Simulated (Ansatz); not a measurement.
# CH3Te radical: functionals against CCSD(T) at one geometry

An exercise on one series of results from a longer session: the logs are not shown, and one member is left open.

Program: Ansatz 0.2.0, Gaussian basis. Level of theory: single points in def2-TZVPP. These are calculated values, not measurements.

Correlated methods freeze the cores. Filled d shells of the heavier atoms are correlated. Core potentials replace the inner electrons past krypton, and spin-orbit coupling is left out. Orbitals are unrestricted.

## Where the work starts

5 atoms, charge 0, spin multiplicity 2.

Atoms are counted from 1 here; the program's logs count them from 0.

Bond lengths: C1–Te2 2.038 Å, C1–H3 1.071 Å, C1–H4 1.083 Å, Te2–H5 1.664 Å. Angles: Te2–C1–H3 119.5°, Te2–C1–H4 114.8°, H3–C1–H4 117.2°, C1–Te2–H5 92.3°.

Coordinates:

```xyz
5

C    -0.3176   -0.5846    0.2100
Te    1.3050    0.5671   -0.2286
H    -1.2934   -0.2572   -0.0869
H    -0.1310   -1.6509    0.2092
H     0.4132    1.9705   -0.1571
```

Set-up of the first run:

Contents of run/in.yaml:

```yaml
crystal:
  periodic: [false, false, false]
  atoms:
    - {symbol: C, position_ang: [-0.317600, -0.584600, 0.210000]}
    - {symbol: Te, position_ang: [1.305000, 0.567100, -0.228600]}
    - {symbol: H, position_ang: [-1.293400, -0.257200, -0.086900]}
    - {symbol: H, position_ang: [-0.131000, -1.650900, 0.209200]}
    - {symbol: H, position_ang: [0.413200, 1.970500, -0.157100]}
basis:
  gaussian: {orbitals: def2-TZVPP}
magnetization: {spin_polarized: true, initial_magnetization: 1}
correlation: {method: ccsd_t}
scf: {omitted_lower_state_checks: [cluster_reference]}
output: {forces: true}
```

The command line of these runs was not kept.

Among the steps run: CCSD(T)/def2-TZVPP; PBE0-D4/def2-TZVPP; wB97M-V/def2-TZVPP; r2SCAN-D4/def2-TZVPP; PBE-D4/def2-TZVPP; B97M-V/def2-TZVPP; r2SCAN0-D4/def2-TZVPP.

One of the session's tables, all rows but one given; the rest of the session is left out.

| method | RMS force component (eV/Å) | angle to CCSD(T) forces (°) | dipole (D) |
| --- | --- | --- | --- |
| CCSD(T) | 0.210 | reference | 0.41 |
| PBE0-D4 | 0.191 | 19.9 | 0.41 |
| wB97M-V | ? | ? | ? |
| r2SCAN-D4 | 0.191 | 18.6 | 0.40 |
| PBE-D4 | 0.226 | 51.1 | 0.48 |
| B97M-V | 0.174 | 32.7 | 0.43 |
| r2SCAN0-D4 | 0.214 | 17.5 | 0.43 |

Estimate the missing values for wB97M-V.

**Answer.** RMS force component (eV/Å): 0.217; angle to CCSD(T) forces (°): 18.3; dipole (D): 0.42. In the column «RMS force component (eV/Å)» it lies between r2SCAN0-D4 (0.214) and PBE-D4 (0.226).
